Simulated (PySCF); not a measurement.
# Cl6Co ([CoCl6]4-): the cost of one run

Programs: PySCF 2.14.0, with routines of our own; each step states its level. All values are computed. Atoms count from 0.

## 1. The starting structure

7 atoms, charge -4, states of the metal's open shell are computed; geometry from: model start, shaken.

## 2. Optimising the geometry at PBE0-D3(BJ)/def2-SVP

The job: settings as JSON, then the geometry in Å.

```
{"job": {"xc": "PBE0", "basis": "def2-SVP", "d3": "d3bj", "grid": 1, "maxiter": 45, "solvent": "water", "kind": "geom"}, "charge": -4, "metal": "Co", "open_shell": "d7"}
Co     0.000020     0.004480    -0.004110
Cl    -0.013360    -0.006820     2.440130
Cl     0.000900     0.020100    -2.462380
Cl     2.445690     0.007350     0.005350
Cl    -2.453420    -0.013960    -0.000440
Cl     0.010430     2.434840    -0.006860
Cl    -0.028520    -2.474340    -0.027630
```

Run with:

```
$ OMP_NUM_THREADS=1 python lf_run.py task.json out
```

This one command runs all jobs of the session in turn.

Q: Estimate the wall time and peak memory of this first job on 1 thread of Arm Neoverse V1, shared host.

About 5.7 min, with a peak of 1.2 GiB.
